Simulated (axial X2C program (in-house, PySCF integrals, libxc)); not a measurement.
# IAl⁺: EOM-EA-CCSD levels

Wanted for IAl⁺: EOM-EA-CCSD levels, at the two-component level.

The runs use an in-house X2C program for linear molecules on PySCF integrals; two-component X2C with atomic mean-field terms, I dyall-acv3z, Al dyall-av3z.

All values are calculated.

### Step 1. Set-up

task.json

```json
{"zs": [53, 13], "q": 1, "bas": ["dyall-acv3z", "dyall-av3z"], "r0": 2.59, "eom": "ea", "thr": -2.0, "nmax": 92, "grid": [1, 0.96, 1.045, 0.92, 1.09, 1.15]}
```

Keys: zs atomic numbers; q charge; bas basis sets; r0 starting distance in Å; eom kind of EOM run; thr threshold in hartree for freezing inner shells (an s shell follows its p shell); nmax most natural virtual spinors; grid distances as factors.

Command:

```bash
python soeom.py task.json out
```

After this run come: EOM-EA-CCSD at 2.433 Å.

Before running it: what results should come out? Wanted: next root led by one particle; T1 of the reference.

**Answer**, as computed:

| quantity | value |
| --- | --- |
| lowest root at 2.433 Å | Ω = 1/2, 15.330 eV |
| next root led by one particle | Ω = 1/2, about 29500 cm⁻¹ higher |
| T1 of the reference | 0.028 |

What this shows: The added electron is bound by 15.33 eV in a spinor of 34% Al pσ, 27% Al sσ, 25% I pσ. Errors of 0.1 to 0.3 eV are usual at this size, and roots led by higher excitations are left out, so the list is incomplete, and low states of that kind can be missing. T1 or the largest double amplitude of the reference is raised, which lowers the reliability.
